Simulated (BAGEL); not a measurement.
# SiSCl3 (SMILES [S][Si](Cl)(Cl)Cl) at ROHF/6-31G(d) (density fitting with qzvpp-jkfit, spherical functions)

Aim: the vertical doublet–quartet gap of SiSCl3 at ROHF/6-31G* (density fitting with qzvpp-jkfit, spherical functions), from 2 runs. 

The calculation is run with BAGEL 1.2.2.

### 1 The system as given

SiSCl3 has 5 atoms, charge 0, and is taken as a doublet. As SMILES, `[S][Si](Cl)(Cl)Cl`. The shape is that of a PBE0-D4/def2-TZVP optimisation.

Bond lengths: S1–Si2 2.097 Å, Si2–Cl3 2.032 Å, Si2–Cl4 2.029 Å, Si2–Cl5 2.029 Å. Angles: S1–Si2–Cl3 104.2°, S1–Si2–Cl4 112.6°, S1–Si2–Cl5 112.6°, Cl3–Si2–Cl4 110.0°, Cl3–Si2–Cl5 110.0°, Cl4–Si2–Cl5 107.4°.

### 2 The energy at ROHF/6-31G(d) (density fitting with qzvpp-jkfit, spherical functions)

Input file calc.json:

```json
{ "bagel" : [

{
  "title" : "molecule",
  "basis" : "6-31gs.json",
  "df_basis" : "qzvpp-jkfit",
  "angstrom" : true,
  "geometry" : [
    { "atom" : "S", "xyz" : [      -0.957700,      -0.126000,       1.840700 ] },
    { "atom" : "Si", "xyz" : [      -0.006600,       0.003700,      -0.023700 ] },
    { "atom" : "Cl", "xyz" : [       1.606400,      -1.219400,       0.152100 ] },
    { "atom" : "Cl", "xyz" : [      -1.189600,      -0.622700,      -1.548800 ] },
    { "atom" : "Cl", "xyz" : [       0.597500,       1.890800,      -0.461700 ] }
  ]
},

{
  "title" : "rohf",
  "nopen" : 1
},

{
  "title" : "print",
  "file" : "orbitals.molden",
  "orbitals" : true
}

]}
```

The basis set 6-31G* is read from a file made from the Basis Set Exchange's data (not shown).

Started as:

```
$ BAGEL_NUM_THREADS=1 BAGEL calc.json > calc.out
```

Output:

```text
* using 1 threads per process

  ===============================================================
  ===============================================================

  *** Geometry ***

  { "atom" : "S", "xyz" : [     -1.809791,     -0.238105,      3.478419 ] },
  { "atom" : "Si", "xyz" : [     -0.012472,      0.006992,     -0.044787 ] },
  { "atom" : "Cl", "xyz" : [      3.035656,     -2.304332,      0.287427 ] },
  { "atom" : "Cl", "xyz" : [     -2.248018,     -1.176732,     -2.926808 ] },
  { "atom" : "Cl", "xyz" : [      1.129111,      3.573094,     -0.872487 ] },

  Number of auxiliary basis functions:      640

  Since a DF basis is specified, we compute 2- and 3-index integrals:
    o Being stored without compression. Storage requirement is 0.041 GB

  Number of basis functions:       90
  Number of electrons      :       81

    * METHOD: MOLECULE                             0.36

  *** Open-shell HF ***

  === Nuclear Repulsion ===
   509.3562291418

      * DIIS with orbital gradients will be used.

  === ROHF iteration (6-31gs.json) ===
      0      -2064.91657294          0.01901918           0.31
      1      -2064.99621898          0.01088774           0.28
      2      -2065.01601254          0.00627214           0.31
      3      -2065.02364517          0.00058025           0.28
      4      -2065.02386083          0.00011912           0.27
      5      -2065.02388432          0.00004710           0.27
      6      -2065.02388898          0.00002514           0.28
      7      -2065.02389077          0.00001609           0.28
      8      -2065.02389159          0.00000692           0.28
      9      -2065.02389174          0.00000260           0.27
     10      -2065.02389170          0.00000136           0.28
     11      -2065.02389171          0.00000052           0.28
     12      -2065.02389171          0.00000015           0.27
     13      -2065.02389172          0.00000006           0.26
     14      -2065.02389172          0.00000004           0.27
     15      -2065.02389172          0.00000003           0.27
     16      -2065.02389172          0.00000002           0.27
     17      -2065.02389172          0.00000002           0.28
     18      -2065.02389172          0.00000001           0.28
     19      -2065.02389172          0.00000001           0.27
     20      -2065.02389172          0.00000001           0.27
     21      -2065.02389172          0.00000001           0.31
     22      -2065.02389172          0.00000001           0.28
    * SCF iteration converged.

    * S^2 (ROHF) is 0.7500

    * Permanent dipole moment:
           (    0.150820,    -0.036692,    -0.162898) a.u.

    * METHOD: ROHF                                 6.62

    * METHOD: PRINT                                0.01

  ===============================================================
```

Run time: 7.2 s. Hardware: 1 thread of Intel Xeon 6975P-C (Granite Rapids), shared host; peak memory 0.19 GiB.

### 3 The quartet, same level

Input file input.json:

```json
{ "bagel" : [

{
  "title" : "molecule",
  "basis" : "6-31gs.json",
  "df_basis" : "qzvpp-jkfit",
  "angstrom" : "true",
  "geometry" : [
    { "atom" : "S", "xyz" : [      -0.957700,      -0.126000,       1.840700 ] },
    { "atom" : "Si", "xyz" : [      -0.006600,       0.003700,      -0.023700 ] },
    { "atom" : "Cl", "xyz" : [       1.606400,      -1.219400,       0.152100 ] },
    { "atom" : "Cl", "xyz" : [      -1.189600,      -0.622700,      -1.548800 ] },
    { "atom" : "Cl", "xyz" : [       0.597500,       1.890800,      -0.461700 ] }
  ]
},

{
  "title" : "rohf",
  "nopen" : 3
},

{
  "title" : "print",
  "file" : "orbitals.molden",
  "orbitals" : "true"
}

]}
```

The basis set 6-31G* is read from a file made from the Basis Set Exchange's data (not shown).

Started as:

```
$ BAGEL_NUM_THREADS=1 BAGEL input.json > input.out
```

Output:

```text
* using 1 threads per process

  ===============================================================
  ===============================================================

  *** Geometry ***

  { "atom" : "S", "xyz" : [     -1.809791,     -0.238105,      3.478419 ] },
  { "atom" : "Si", "xyz" : [     -0.012472,      0.006992,     -0.044787 ] },
  { "atom" : "Cl", "xyz" : [      3.035656,     -2.304332,      0.287427 ] },
  { "atom" : "Cl", "xyz" : [     -2.248018,     -1.176732,     -2.926808 ] },
  { "atom" : "Cl", "xyz" : [      1.129111,      3.573094,     -0.872487 ] },

  Number of auxiliary basis functions:      640

  Since a DF basis is specified, we compute 2- and 3-index integrals:
    o Being stored without compression. Storage requirement is 0.041 GB

  Number of basis functions:       90
  Number of electrons      :       81

    * METHOD: MOLECULE                             0.39

  *** Open-shell HF ***

  === Nuclear Repulsion ===
   509.3562291418

      * DIIS with orbital gradients will be used.

  === ROHF iteration (6-31gs.json) ===
      0      -2064.63123950          0.01756199           0.30
      1      -2064.73910856          0.01113809           0.29
      2      -2064.77590754          0.00571875           0.31
      3      -2064.78986825          0.00116234           0.29
      4      -2064.79545644          0.00081643           0.29
      5      -2064.79743378          0.00050558           0.29
      6      -2064.79896124          0.00016225           0.29
      7      -2064.79930649          0.00009550           0.28
      8      -2064.79938613          0.00006560           0.28
      9      -2064.79942878          0.00004516           0.28
     10      -2064.79945171          0.00002429           0.28
     11      -2064.79944944          0.00001054           0.28
     12      -2064.79944451          0.00000522           0.27
     13      -2064.79944172          0.00000264           0.28
     14      -2064.79944112          0.00000166           0.34
     15      -2064.79944119          0.00000111           0.28
     16      -2064.79944142          0.00000070           0.28
     17      -2064.79944158          0.00000039           0.28
     18      -2064.79944168          0.00000026           0.28
     19      -2064.79944172          0.00000015           0.28
     20      -2064.79944169          0.00000008           0.27
     21      -2064.79944167          0.00000004           0.33
     22      -2064.79944165          0.00000002           0.28
     23      -2064.79944164          0.00000001           0.31
     24      -2064.79944164          0.00000001           0.31
    * SCF iteration converged.

    * S^2 (ROHF) is 3.7500

    * Permanent dipole moment:
           (    0.598211,     0.191682,    -1.427911) a.u.

    * METHOD: ROHF                                 7.50

    * METHOD: PRINT                                0.01

  ===============================================================
```

Run time: 8.1 s. Hardware: 1 thread of Intel Xeon 6975P-C (Granite Rapids), shared host; peak memory 0.19 GiB.

### 4 What came out

Level: ROHF/6-31G* (density fitting with qzvpp-jkfit, spherical functions).

| quantity | value |
| --- | --- |
| doublet: total energy | -2065.02389 Eh |
| doublet: dipole moment | 0.57 D |
| doublet: ⟨S²⟩ | 0.750 |
| quartet: total energy | -2064.79944 Eh |
| quartet: dipole moment | 3.97 D |
| quartet: ⟨S²⟩ | 3.750 |
| vertical energy of the quartet above the doublet | 6.108 eV |

In words: At this shape the quartet lies 6.11 eV (589 kJ/mol) above the doublet.
